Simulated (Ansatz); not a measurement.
# Si2Mo: the cost of one run

Computed with the Python package of Ansatz 0.2.0. Level of theory: DFT PBE, plane waves, PAW.

### Step 1. The structure

It takes space group I4/mmm (No. 139, tetragonal). The conventional cell has a = 3.200 Å, b = 3.200 Å, c = 7.861 Å, α = 90.00°, β = 90.00°, γ = 90.00°. Si (site symmetry 4mm) is surrounded by 5 Si at 2.61 to 2.63 Å and 5 Mo at 2.62 Å. Mo (site symmetry 4/mmm) is surrounded by 10 Si at 2.62 Å.

No structure file is read: the coordinates are typed or built in the script.

### Step 2. The script

Contents of si2mo_vcrelax.py:

```python
"""Relax cell and ions of Si2Mo."""

import ansatz as az
from ase.data import atomic_numbers
import matplotlib.pyplot as plt
import numpy as np
import spglib

def edges_and_angles(cell):
    cell = np.asarray(cell)
    a, b, c = np.linalg.norm(cell, axis=1)
    cosines = cell[1] @ cell[2] / (b * c), cell[0] @ cell[2] / (a * c), cell[0] @ cell[1] / (a * b)
    return (a, b, c, *np.degrees(np.arccos(cosines)))


def main() -> None:
    cell = (
        az.Lattice.of((-1.6, 1.6, 3.9305), (1.6, -1.6, 3.9305), (1.6, 1.6, -3.9305))
        .atom("Si", (0.333, 0.333, 0.0))
        .atom("Si", (0.667, 0.667, 0.0))
        .atom("Mo", (0.0, 0.0, 0.0))
    )

    # a pressure is positive in compression
    calculation = (
        cell.calculation()
        .kpoints(spacing=0.27)  # symmetry reduces this mesh to its irreducible points
        .basis(510)
        .occupations("Fermi-Dirac", width=0.05)  # fractional filling near the Fermi level
        .relax(pressure=300 * az.kbar, stress_tolerance=0.05)
    )
    steps = []


    def collect(event):
        if event["event"] == "relax_step":
            steps.append(event["data"])


    done = calculation.session().plan().execute(on_event=collect)
    summary = done.report
    print("step   energy (eV)     max comp. (eV/A)   P (GPa)  SCF")
    for s in steps:
        print(f"{s['step']:4d} {s['lagrangian_ev']:15.5f} {s['allowed_force_max_ev_ang']:12.4f} {s['pressure_gpa']:10.3f} {s['n_scf']:5d}")

    first, last = steps[0], steps[-1]
    symbols = [site.symbol for site in done.lattice.sites]
    print(f"energy gained {first['lagrangian_ev'] - last['lagrangian_ev']:.4f} eV in {len(steps) - 1} steps")
    for label, vectors in (("before", first["cell_ang"]), ("after", done.lattice.cell_ang)):
        print(label, "a b c (A) {:.4f} {:.4f} {:.4f}  angles {:.2f} {:.2f} {:.2f}".format(*edges_and_angles(vectors)), f" V = {abs(np.linalg.det(vectors)):.3f} A^3")
    print("final stress xx yy zz (GPa, compression positive):", np.round(np.diag(summary["stress_gpa"]), 3) + 0.0)

    fig, (top, bottom) = plt.subplots(2, 1, sharex=True, figsize=(4.5, 4))
    top.plot([s["lagrangian_ev"] - last["lagrangian_ev"] for s in steps], "o-")
    top.set_ylabel("E - E(final) (eV)")
    bottom.semilogy([max(s["allowed_force_max_ev_ang"], 1e-6) for s in steps], "s-")
    bottom.set(xlabel="step", ylabel="largest force (eV/A)")
    fig.tight_layout()
    fig.savefig("relax.png", dpi=100)

    print("atom   start x y z (A)              end x y z (A)")
    for symbol, a, b in zip(symbols, first["positions_ang"], last["positions_ang"]):
        print(f"{symbol:3s}", " ".join(f"{v:8.4f}" for v in a), "  ", " ".join(f"{v:8.4f}" for v in b))

    change = np.array(last["positions_ang"]) @ np.linalg.inv(last["cell_ang"]) - np.array(first["positions_ang"]) @ np.linalg.inv(first["cell_ang"])
    moved = np.linalg.norm(change @ np.array(last["cell_ang"]), axis=1)
    print("displacement within the cell, strain taken out (A):", " ".join(f"{s}:{d:.3f}" for s, d in zip(symbols, moved)))

    fractions = [site.position_frac for site in done.lattice.sites]
    numbers = [atomic_numbers[s] for s in symbols]
    for tolerance in (1e-3, 1e-2, 1e-1):
        print(f"space group at {tolerance} A:", spglib.get_spacegroup((done.lattice.cell_ang, fractions, numbers), symprec=tolerance))

    n_atoms = len(summary["lattice"]["sites"])
    print("F =", round(summary["free_energy_ev"], 4), "eV for", n_atoms, "atoms")
    print("E(sigma -> 0) =", round(summary["energy_sigma0_ev"], 4), "eV, TS =", round(summary["entropy_ts_ev"], 5), "eV")
    print("closed by", summary["closed_by"], "after", summary["n_iterations"], "iterations")


if __name__ == "__main__":
    main()
```

### Step 3. The run

Launch:

```bash
$ python si2mo_vcrelax.py
```

What time and memory should one allow on 1 thread of Intel Xeon 6975P-C (Granite Rapids), shared host?

About 17 s, with a peak of 0.53 GiB.
